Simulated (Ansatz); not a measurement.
# Cl4H4OSiZr: the cost of one run

Program: Ansatz 0.2.0. Level of theory: RHF/def2-SVP. These are calculated values, not measurements.

**1. The starting structure**

Bond lengths: Zr1–Cl2 2.870 Å, Zr1–Cl3 2.520 Å, Zr1–Cl4 2.518 Å, Zr1–Cl5 2.518 Å, Zr1–O6 2.370 Å, O6–Si7 1.680 Å, Si7–H8 1.460 Å, Si7–H9 1.460 Å, Si7–H10 1.460 Å. Angles (14 of 17 angles, heavy atoms first): Cl2–Zr1–Cl3 109.5°, Cl2–Zr1–Cl4 109.5°, Cl2–Zr1–Cl5 109.5°, Cl2–Zr1–O6 71.6°, Cl3–Zr1–Cl4 109.5°, Cl3–Zr1–Cl5 109.5°, Cl3–Zr1–O6 178.9°, Cl4–Zr1–Cl5 109.5°, Cl4–Zr1–O6 70.0°, Cl5–Zr1–O6 70.0°, Zr1–O6–Si7 125.0°, O6–Si7–H8 109.5°, O6–Si7–H9 109.5°, O6–Si7–H10 109.5°.

As a file:

```xyz
11

Zr    0.0000    0.0000    0.0000
Cl    0.0000    0.0000    2.8700
Cl    2.3764    0.0000   -0.8392
Cl   -1.1869    2.0563   -0.8392
Cl   -1.1869   -2.0563   -0.8392
O    -2.2491    0.0000    0.7473
Si   -3.4890   -0.9102    0.0716
H    -2.9881   -2.2382   -0.2706
H    -4.5811   -1.0354    1.0325
H    -3.9770   -0.2490   -1.1352
H    -1.5726    0.0000    2.0020
```

**2. A restrained relaxation towards end A**

Springs on the bonds that form and break draw the guess towards this end; the thresholds are loose.

Input file input.yaml:

```yaml
crystal:
  periodic: [false, false, false]
  atoms:
    - { symbol: Zr, position_ang: [0.0, 0.0, 0.0] }
    - { symbol: Cl, position_ang: [0.0, 0.0, 2.87] }
    - { symbol: Cl, position_ang: [2.3764, 0.0, -0.8392] }
    - { symbol: Cl, position_ang: [-1.1869, 2.0563, -0.8392] }
    - { symbol: Cl, position_ang: [-1.1869, -2.0563, -0.8392] }
    - { symbol: O, position_ang: [-2.2491, 0.0, 0.7473] }
    - { symbol: Si, position_ang: [-3.489, -0.9102, 0.0716] }
    - { symbol: H, position_ang: [-2.9881, -2.2382, -0.2706] }
    - { symbol: H, position_ang: [-4.5811, -1.0354, 1.0325] }
    - { symbol: H, position_ang: [-3.977, -0.249, -1.1352] }
    - { symbol: H, position_ang: [-1.5726, 0.0, 2.002] }
basis:
  gaussian: { orbitals: def2-SVP }
hamiltonian:
  xc: hf
relax:
  f_tol: 0.15
  max_steps: 25
  restrain:
    - { distance: [0, 5], at: 3.27, k: 30.0 }
    - { distance: [10, 1], at: 2.57, k: 30.0 }
    - { distance: [0, 1], at: 2.52, k: 30.0 }
    - { distance: [10, 5], at: 1.01, k: 30.0 }
output:
  orbitals: {}
```

Started as:

```console
> ansatz run input.yaml --threads 4 --pin off --max-ram 5120MiB --backend cpu --events-out ev --progress --plain --runs-dir out
```

Q: Estimate wall time and peak memory on 4 threads of Arm Neoverse V1, shared host.

About 27 s, with a peak of 0.52 GiB.
